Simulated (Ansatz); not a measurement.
# CH6GeOS, SMILES C[S][GeH2][OH]: harmonic frequencies at the relaxed geometry

With Ansatz's Python interface.

Run as a notebook:

**Cell 1**
```python
import itertools

import ansatz
from ase.data import atomic_numbers, covalent_radii
import numpy as np
```

**Cell 2**
```python
mol = (
    ansatz.Crystal.molecule()
    .atom("C", (-1.1729, 1.0765, -0.5534))
    .atom("S", (-1.5719, -0.5877, -0.0419))
    .atom("Ge", (0.4809, -0.9456, 0.6439))
    .atom("O", (1.7104, -0.8458, -0.7357))
    .atom("H", (-0.4409, 1.1201, -1.374))
    .atom("H", (-0.883, 1.7419, 0.3006))
    .atom("H", (-2.1232, 1.572, -0.9697))
    .atom("H", (0.6415, -2.3377, 1.2938))
    .atom("H", (0.9061, 0.1413, 1.7507))
    .atom("H", (2.536, -0.9862, -0.3113))
)
```

**Cell 3**
```python
model = (
    mol.calculation()
    .basis(gaussian="def2-SVP")
    .functional("pbe0", dispersion="d4")
)
symbols = [site.symbol for site in mol.cartesian_sites]
start = np.array([site.position_ang for site in mol.cartesian_sites], dtype=float)
data = model.relax(force_tolerance=0.003).run(threads=1, backend="cpu").report
end = np.array(data["positions_ang"])
```

**Cell 4**
```python
# pairs closer than 1.2 times the sum of covalent radii, before or after
radius = [covalent_radii[atomic_numbers[s]] for s in symbols]
span = lambda where, i, j: np.linalg.norm(where[i] - where[j])
bonded = [(i, j) for i, j in itertools.combinations(range(len(symbols)), 2) if min(span(start, i, j), span(end, i, j)) < 1.2 * (radius[i] + radius[j])]
print("pair        before    after (A)")
for i, j in bonded:
    print(f"{symbols[i]}{i}-{symbols[j]}{j}".ljust(10), f"{span(start, i, j):8.4f} {span(end, i, j):8.4f}")
for first, second in list(itertools.combinations(bonded, 2)):
    shared = set(first) & set(second)
    if shared and symbols[(j := shared.pop())] != "H":
        i, k = sorted((set(first) | set(second)) - {j})
        u, v = end[i] - end[j], end[k] - end[j]
        angle = np.degrees(np.arccos(np.clip(u @ v / np.linalg.norm(u) / np.linalg.norm(v), -1, 1)))
        print(f"final angle {symbols[i]}{i}-{symbols[j]}{j}-{symbols[k]}{k}: {angle:.2f} deg")

# frequencies need a stationary point, so they are taken at the relaxed geometry
minimum = ansatz.Crystal.molecule()
for symbol, place in zip(symbols, end):
    minimum = minimum.atom(symbol, place.tolist())
vibrating = minimum.calculation()
vibrating = vibrating.basis(gaussian="def2-SVP")
vibrating = vibrating.functional("pbe0", dispersion="d4").phonons(temperatures=(298.15, 498.15, 100))
vib = vibrating.run(threads=1, backend="cpu").report["vibrations"]
sums = vib["harmonic_sums"]
modes = [m["omega_inv_cm"] for m in sums["modes_at_gamma"] if m["rigid_motion"] == "no"]
for number, w in enumerate(modes, start=1):
    print(f"mode {number:2d} {w:9.1f} 1/cm {w / 8065.544 * 1000:8.2f} meV")
print("imaginary modes:", sum(w < 0 for w in modes), " zero-point energy:", round(sums["zero_point_energy_ev"], 4), "eV")
print("T (K)   F_vib (eV)   S_vib (meV/K)   C_vib (meV/K)")
for row in zip(sums["temperatures_k"], sums["vibrational_free_energy_ev"], vib["entropy_ev_per_k"], vib["heat_capacity_ev_per_k"]):
    print(f"{row[0]:6.1f} {row[1]:11.4f} {1000 * row[2]:13.4f} {1000 * row[3]:15.4f}")
```
Output:
```text
pair        before    after (A)
C0-S1        1.7862   1.8220
C0-H4        1.1005   1.0988
C0-H5        1.1208   1.0999
C0-H6        1.1497   1.0982
S1-Ge2       2.1937   2.2108
Ge2-O3       1.8507   1.7852
Ge2-H7       1.5447   1.5331
Ge2-H8       1.6085   1.5455
O3-H9        0.9389   0.9625
final angle S1-C0-H4: 110.45 deg
final angle S1-C0-H5: 111.71 deg
final angle S1-C0-H6: 106.92 deg
final angle C0-S1-Ge2: 98.43 deg
final angle H4-C0-H5: 110.14 deg
final angle H4-C0-H6: 108.78 deg
final angle H5-C0-H6: 108.74 deg
final angle S1-Ge2-O3: 108.81 deg
final angle S1-Ge2-H7: 106.98 deg
final angle S1-Ge2-H8: 111.48 deg
final angle O3-Ge2-H7: 108.88 deg
final angle O3-Ge2-H8: 107.24 deg
final angle Ge2-O3-H9: 112.09 deg
final angle H7-Ge2-H8: 113.37 deg
mode  1      36.0 1/cm     4.47 meV
mode  2      94.3 1/cm    11.69 meV
mode  3     145.3 1/cm    18.01 meV
mode  4     166.6 1/cm    20.66 meV
mode  5     236.0 1/cm    29.26 meV
mode  6     416.9 1/cm    51.69 meV
mode  7     502.0 1/cm    62.24 meV
mode  8     671.7 1/cm    83.28 meV
mode  9     700.3 1/cm    86.83 meV
mode 10     731.0 1/cm    90.63 meV
mode 11     791.6 1/cm    98.15 meV
mode 12     850.3 1/cm   105.43 meV
mode 13     917.8 1/cm   113.79 meV
mode 14     967.5 1/cm   119.96 meV
mode 15     976.9 1/cm   121.12 meV
mode 16    1327.9 1/cm   164.63 meV
mode 17    1446.7 1/cm   179.37 meV
mode 18    1459.2 1/cm   180.92 meV
mode 19    2124.1 1/cm   263.35 meV
mode 20    2191.5 1/cm   271.71 meV
mode 21    3063.9 1/cm   379.87 meV
mode 22    3175.8 1/cm   393.75 meV
mode 23    3188.9 1/cm   395.37 meV
mode 24    3915.1 1/cm   485.42 meV
imaginary modes: 0  zero-point energy: 1.8658 eV
T (K)   F_vib (eV)   S_vib (meV/K)   C_vib (meV/K)
 298.1      1.7394        0.8381          0.7602
 398.1      1.6431        1.0853          0.9511
 498.1      1.5229        1.3154          1.1027
```

The frequencies are harmonic and unscaled, in a modest basis. The result belongs to the one conformer reached from this start, and soft torsions count as harmonic oscillators. Timing: 7.2 min on 1 thread of Arm Neoverse V1 (shared host), peak memory 0.34 GiB.

(Lines on the test bed's own set-up are left out of the output.)
